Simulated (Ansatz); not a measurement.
# CH3NOSi: vertical ionisation energy

Aim: the vertical ionisation energy of CH3NOSi, as cation minus neutral at the neutral's geometry, on several levels, and how well −ε(HOMO) stands in for it.

Method: unrestricted cation, the program's frozen cores in correlated methods; program: Ansatz 0.2.0, Gaussian basis.

Plan: UKS PBE-D4/def2-TZVPP; UKS r2SCAN-D4/def2-TZVPP; UKS PBE0-D4/def2-TZVPP; UKS B3LYP-D4/def2-TZVPP; UKS wB97X-V/def2-TZVPP; UKS wB97M-V/def2-TZVPP; UKS B2PLYP/def2-TZVPP; UHF-CCSD(T)/def2-TZVPP; UHF-MP2/def2-QZVPP; extrapolation to the limit; then −ε(HOMO) from the neutral's earlier runs with LDA (SPW92), PBE-D4, revPBE-D4, BLYP-D4, r2SCAN-D4, B97M-V, PBE0-D4, B3LYP-D4, r2SCANh-D4, r2SCAN0-D4, HSE06-D4, BHLYP-D4, CAM-B3LYP-D4, LC-ωPBE, ωB97X-V, ωB97M-V.

## Step 1: The relaxed structure

The geometry comes from an earlier relaxation with PBE0-D4/def2-TZVP; it is a stationary point, not always the lowest conformer.

7 atoms, charge 0, spin multiplicity 1.

Atoms are counted from 1 here; the program's logs count them from 0.

Bond lengths: N1–C2 1.246 Å, N1–H5 1.015 Å, C2–O3 1.378 Å, C2–Si4 1.806 Å, O3–Si4 1.701 Å, Si4–H6 1.478 Å, Si4–H7 1.478 Å. Angles: C2–N1–H5 110.9°, N1–C2–O3 127.6°, N1–C2–Si4 169.5°, O3–C2–Si4 62.9°, C2–O3–Si4 71.0°, C2–Si4–O3 46.1°, C2–Si4–H6 123.0°, C2–Si4–H7 123.0°, O3–Si4–H6 116.0°, O3–Si4–H7 116.0°, H6–Si4–H7 113.0°.

## Step 2: Cation, UKS PBE-D4/def2-TZVPP

Input file in.yaml:

```yaml
crystal:
  periodic: [false, false, false]
  atoms:
    - {symbol: N, position_ang: [-1.071008, -1.580223, -0.416291]}
    - {symbol: C, position_ang: [-0.312356, -0.650835, -0.079205]}
    - {symbol: O, position_ang: [0.759232, -0.712639, 0.784198]}
    - {symbol: Si, position_ang: [0.600568, 0.880311, 0.209579]}
    - {symbol: H, position_ang: [-1.778540, -1.252154, -1.066549]}
    - {symbol: H, position_ang: [0.185956, 1.890217, 1.205879]}
    - {symbol: H, position_ang: [1.677348, 1.357323, -0.683410]}
basis:
  gaussian: {orbitals: def2-TZVPP}
total_charge: 1
magnetization: {spin_polarized: true, initial_magnetization: 1}
hamiltonian: {xc: pbe, dispersion: d4}
```

Started as:

```bash
ansatz run in.yaml --threads 2 --pin off --events-out ev --progress --plain --max-ram 4352MiB
```

The runs that follow: Cation, UKS r2SCAN-D4/def2-TZVPP; Cation, UKS PBE0-D4/def2-TZVPP; Cation, UKS B3LYP-D4/def2-TZVPP; Cation, UKS wB97X-V/def2-TZVPP; Cation, UKS wB97M-V/def2-TZVPP; Cation, UKS B2PLYP (frozen core)/def2-TZVPP; Cation, UHF-CCSD(T)/def2-TZVPP; Cation, UHF-MP2/def2-QZVPP.

Q: Predict the results of all the runs planned. Wanted: ionisation energy, CCSD(T)/CBS; nearest functional by difference; nearest −ε(HOMO); −ε(HOMO) of PBE; T1 of the cation.

As calculated:

```
                        quantity               value
  ionisation energy, CCSD(T)/CBS             9.74 eV
nearest functional by difference  ωB97M-V (-0.12 eV)
                nearest −ε(HOMO)  ωB97X-V (-0.14 eV)
                 −ε(HOMO) of PBE             5.99 eV
                T1 of the cation               0.047
```

What this shows: By cation minus neutral, the functionals miss by 0.40 eV at most. −ε(HOMO) of PBE misses by 3.7 eV, since self-interaction lifts the level. Among orbital estimates ωB97X-V comes nearest. Hartree-Fock falls 1.12 eV short, as the neutral has more correlation energy than the cation. The cation's T1 (from the report) is 0.047, above the customary mark of 0.045 for open shells, so the coupled-cluster value is less safe.
